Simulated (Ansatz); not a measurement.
# Li: the crystal squeezed far

One table from this session's results is given with a row withheld; the runs are named, their logs left out.

Method: DFT PBEsol, with the methods named in each step, in Ansatz 0.2.0.

### The starting structure

Symmetry: P6_3/mmc, No. 194, hexagonal system. Conventional cell: a = 3.064 Å, b = 3.064 Å, c = 4.963 Å, α = 90.00°, β = 90.00°, γ = 120.00°. Li (site symmetry -6m2) has 12 Li at 3.05 to 3.06 Å in its first shell of neighbours.

As a file:

```cif
data_structure
_symmetry_space_group_name_H-M 'P6_3/mmc'
_symmetry_Int_Tables_number 194
_cell_length_a 3.0637
_cell_length_b 3.0637
_cell_length_c 4.9632
_cell_angle_alpha 90.000
_cell_angle_beta 90.000
_cell_angle_gamma 120.000
_cell_volume 40.34
loop_
_atom_site_label
_atom_site_type_symbol
_atom_site_symmetry_multiplicity
_atom_site_Wyckoff_symbol
_atom_site_fract_x
_atom_site_fract_y
_atom_site_fract_z
_atom_site_occupancy
Li1 Li 2 c 0.33333 0.66667 0.25000 1
```

The file gives the conventional cell by its symmetry; the runs use the cell typed in the input.

Whether this phase is the stable one at these pressures isn't tested.

Atoms are numbered in the order of the input: Li1, Li2.

Set-up of the first run:

input.yaml reads:

```yaml
crystal:
  lattice:
    - [3.0636873002, 0.0, 0.0]
    - [-1.5318436501, 2.6532310312, 0.0]
    - [0.0, 0.0, 4.9631734262]
  atoms:
    - { symbol: Li, position: [0.3333333333, 0.6666666667, 0.25] }
    - { symbol: Li, position: [0.6666666667, 0.3333333333, 0.75] }
kpoints:
  mp_grid: { grid: [14, 14, 8] }
scf:
  occupations: { method: fermi_dirac, width: 0.1 }
hamiltonian:
  xc: pbesol
  pseudopotentials: { kind: paw }
output:
  forces: true
  stress: true
  write_density: true
  write_potential: true
  elf: true
  volumetric_format: npy
relax:
  f_tol: 0.005
  max_steps: 40
  cell: {}
```

Started as:

```sh
> ansatz run input.yaml --threads 1 --pin off --max-ram 2048MiB --backend cpu --events-out ev --progress --plain --runs-dir out
```

Steps of the session up to this table: Cell relaxed at zero pressure, PAW; Volume scaled by 1, PAW; Shape and atoms relaxed at 0.88 of the volume, PAW; Volume scaled by 0.88, PAW; Volume scaled by 0.88, PAW (level accurate); Shape and atoms relaxed at 0.78 of the volume, PAW; Volume scaled by 0.78, PAW; Shape and atoms relaxed at 0.68 of the volume, PAW; Volume scaled by 0.68, PAW; Shape and atoms relaxed at 0.58 of the volume, PAW; Volume scaled by 0.58, PAW; Shape and atoms relaxed at 0.5 of the volume, PAW; Volume scaled by 0.5, PAW; Shape and atoms relaxed at 0.43 of the volume, PAW; Volume scaled by 0.43, PAW.

One table of the session follows, with a row left open; its other results are not shown here.

| method | volume over the first | volume (Å³/atom) | pressure (GPa) |
| --- | --- | --- | --- |
| PAW | 1 | 20.234 | 0.00 |
| PAW | 0.88 | 17.806 | 2.15 |
| PAW | 0.78 | 15.783 | 5.10 |
| PAW | 0.68 | ? | ? |
| PAW | 0.58 | 11.736 | 18.37 |
| PAW | 0.5 | 10.117 | 30.01 |
| PAW | 0.43 | 8.701 | 47.14 |
| PAW (level accurate) | 0.88 | 17.806 | 2.15 |

Q: Estimate the row for PAW, 0.68 from the others.

As computed: volume (Å³/atom): 13.759; pressure (GPa): 9.96. In the column «volume (Å³/atom)» it lies between PAW, 0.58 (11.736) and PAW, 0.78 (15.783).
